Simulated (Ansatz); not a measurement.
Write the native input for Ansatz 0.2.0 that does the following.

```
Task                                : band structure
Functional                          : r2SCAN
Potentials or basis                 : Ansatz PAW
Cutoff                              : 500 eV (not typed: the program's choice for these potentials)
k mesh                              : 6 × 6 × 6
Occupations                         : fermi-dirac, width 0.05 eV
Spin                                : spin-orbit coupling, no magnetisation
Path                                : [["G", "X", "M", "G", "R", "X"], ["M", "R"]]
Points for each segment of the path : 14
```

Crystal: NbTe.

```
CELL_PARAMETERS angstrom
3.42570 0.00000 0.00000
0.00000 3.42570 0.00000
0.00000 0.00000 3.42570
ATOMIC_POSITIONS crystal
Nb 0.50000 0.50000 0.50000
Te 0.00000 0.00000 0.00000
```

The cell was built by a generator and needn't be a form met in nature.

The input as run:

input.yaml

```yaml
crystal:
  lattice:
    - [3.4257, 0.0, 0.0]
    - [0.0, 3.4257, 0.0]
    - [0.0, 0.0, 3.4257]
  atoms:
    - { symbol: Nb, position: [0.5, 0.5, 0.5] }
    - { symbol: Te, position: [0.0, 0.0, 0.0] }
hamiltonian:
  xc: r2scan
  pseudopotentials: { kind: paw_fr }
magnetization:
  noncollinear: true
  spin_orbit: true
kpoints:
  mp_grid: { grid: [6, 6, 6] }
  band_path:
    path:
      - [[0.0, 0.0, 0.0], [0.0, 0.5, 0.0], [0.5, 0.5, 0.0], [0.0, 0.0, 0.0], [0.5, 0.5, 0.5], [0.0, 0.5, 0.0]]
      - [[0.5, 0.5, 0.0], [0.5, 0.5, 0.5]]
    npoints: 14
scf:
  occupations: { method: fermi_dirac, width: 0.05 }
  n_extra_bands: 6
output:
  forces: true
  stress: true
  eigenvalues: true
  fatbands: true
```

Potentials or basis: Ansatz PAW.

Launch:

```console
$ ansatz run input.yaml --threads 2 --pin off --max-ram 5632MiB --backend cpu --events-out ev --progress --plain --runs-dir out
```

It gave:

```
Pressure               : -0.4 GPa
Band gap on the k mesh : none (metal or under the smearing width)
```

Caveat: the PAW data sets come from PBE, with cores solved anew for the run's functional, which leaves a small shift of forces and pressure.

It took 27 s on 2 threads of Intel(R) Xeon(R) Processor @ 2.70GHz (shared host), peak memory 0.59 GiB.
